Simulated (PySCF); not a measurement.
**GeSiNH5O (SMILES [NH]1[SiH2][O][GeH2]1): MP2/def2-SVP**

What is the vertical ionisation energy of GeSiNH5O at MP2/def2-SVP? 

The results are computed with PySCF 2.14.0.

### 1 Starting point

The species is GeSiNH5O (9 atoms), meant as a singlet with charge 0. SMILES: `[NH]1[SiH2][O][GeH2]1`. The coordinates come from a PBE0-D4/def2-TZVP relaxation.

Bond lengths: N1–Si2 1.727 Å, Si2–O3 1.664 Å, N1–Ge4 1.840 Å, O3–Ge4 1.809 Å, N1–H5 1.003 Å, Si2–H6 1.488 Å, Si2–H7 1.488 Å, Ge4–H8 1.538 Å, Ge4–H9 1.538 Å. Some angles: N1–Si2–O3 91.4°, Si2–N1–Ge4 91.0°, Si2–O3–Ge4 94.2°, N1–Ge4–O3 83.4°, N1–Si2–H6 115.6°, N1–Si2–H7 115.6°, O3–Si2–H6 112.8°, O3–Si2–H7 112.8°, Si2–N1–H5 136.3°, Ge4–N1–H5 132.7°.

### 2 The energy at MP2/def2-SVP

Input file mol.xyz:

```xyz
9
GeH5NOSi
N     -0.124700    -0.469200     0.902000
Si    -0.799100     0.945600     0.175600
O      0.111300     0.721700    -1.199300
Ge     0.909700    -0.781600    -0.587900
H     -0.234000    -0.960400     1.769300
H     -2.262700     0.897900    -0.086900
H     -0.495900     2.228500     0.865000
H      0.554200    -2.018000    -1.431500
H      2.429700    -0.610800    -0.423400
```

Input file input.py:

```python
# [NH]1[SiH2][O][GeH2]1
from pyscf import gto, scf, mp

mol = gto.Mole()
mol.atom = 'mol.xyz'
mol.max_memory = 1860
mol.verbose = 3
mol.charge = 0
mol.basis = 'def2-svp'
mol.build()

mf = scf.RHF(mol)
mf.conv_tol = 1e-10
mf.kernel()
if not mf.converged:
    mf = mf.newton().run(mf.mo_coeff, mf.mo_occ)

pt = mp.MP2(mf, frozen=16).run()
etot = pt.e_tot
print(f'total energy: {etot:.8f} hartree')
```

The run is started by

```bash
$ OMP_NUM_THREADS=1 python input.py
```

Output:

```text
converged SCF energy = -2496.13551097044
E(RMP2) = -2496.80764733473  E_corr = -0.672136364285466
E(SCS-RMP2) = -2496.7880381487  E_corr = -0.652527178256024
total energy: -2496.80764733 hartree
```

Wall time 4.2 s (1 thread of Arm Neoverse V1, shared host); peak memory 0.28 GiB.

### 3 The doublet cation at the same level

Input file job.py:

```python
from pyscf import gto, mp

mol = gto.M(
    atom='''
N       -0.124700      -0.469200       0.902000
Si      -0.799100       0.945600       0.175600
O        0.111300       0.721700      -1.199300
Ge       0.909700      -0.781600      -0.587900
H       -0.234000      -0.960400       1.769300
H       -2.262700       0.897900      -0.086900
H       -0.495900       2.228500       0.865000
H        0.554200      -2.018000      -1.431500
H        2.429700      -0.610800      -0.423400
''',
    charge=1,
    max_memory=1860,
    spin=1,
    verbose=4,
    basis='def2-svp',
)

hf = mol.UHF()
hf.conv_tol = 1e-10
hf.kernel()
if not hf.converged:
    hf = hf.newton().run(hf.mo_coeff, hf.mo_occ)

pt = mp.MP2(hf, frozen=16).run()
e_tot = pt.e_tot
print(f'total energy: {e_tot:.8f} hartree')
```

The run is started by

```bash
$ OMP_NUM_THREADS=1 python job.py
```

Output:

```text
PySCF version 2.14.0

[... 109 lines left out ...]
converged SCF energy = -2495.82328307195  <S^2> = 0.76154088  2S+1 = 2.0115078
[... 1 line left out ...]
******** <class 'pyscf.mp.ump2.UMP2'> ********
nocc = (np.int64(17), np.int64(16)), nmo = (87, 87)
frozen orbitals 16
E(UMP2) = -2496.45301935897  E_corr = -0.629736287014566
E(SCS-UMP2) = -2496.43584011716  E_corr = -0.612557045204248
E_corr(same-spin) = -0.165145960630651
E_corr(oppo-spin) = -0.464590326383915
total energy: -2496.45301936 hartree
```

Wall time 7.2 s (1 thread of Arm Neoverse V1, shared host); peak memory 0.3 GiB.

### 4 What came out

At MP2/def2-SVP, 16 core orbitals frozen:

| quantity | value |
| --- | --- |
| singlet GeSiNH5O: total energy | -2496.80765 Eh |
| singlet GeSiNH5O: dipole moment (Hartree–Fock density) | 2.78 D |
| singlet GeSiNH5O: HOMO energy (Hartree–Fock orbitals) | -10.71 eV |
| singlet GeSiNH5O: LUMO energy (Hartree–Fock orbitals) | 2.96 eV |
| singlet GeSiNH5O: HOMO–LUMO gap (Hartree–Fock orbitals) | 13.68 eV |
| singlet GeSiNH5O: correlation energy (16 core orbitals frozen) | -672.1 mEh |
| doublet cation: total energy | -2496.45302 Eh |
| doublet cation: HOMO energy (Hartree–Fock orbitals) (highest over α and β) | -17.23 eV |
| doublet cation: LUMO energy (Hartree–Fock orbitals) (lowest over α and β) | -6.46 eV |
| doublet cation: correlation energy (16 core orbitals frozen) | -629.7 mEh |
| doublet cation: ⟨S²⟩ of the reference determinant | 0.762 |
| vertical ionisation energy (to the doublet cation) | 9.650 eV |

In words: The vertical ionisation energy comes to 9.65 eV (223 kcal/mol). Mulliken charges (singlet GeSiNH5O) of the mean-field density run from -0.83 on O3 to +1.06 on Ge4. Mulliken charges (doublet cation) of the mean-field density run from -0.75 on O3 to +1.00 on Ge4; they depend strongly on the basis.
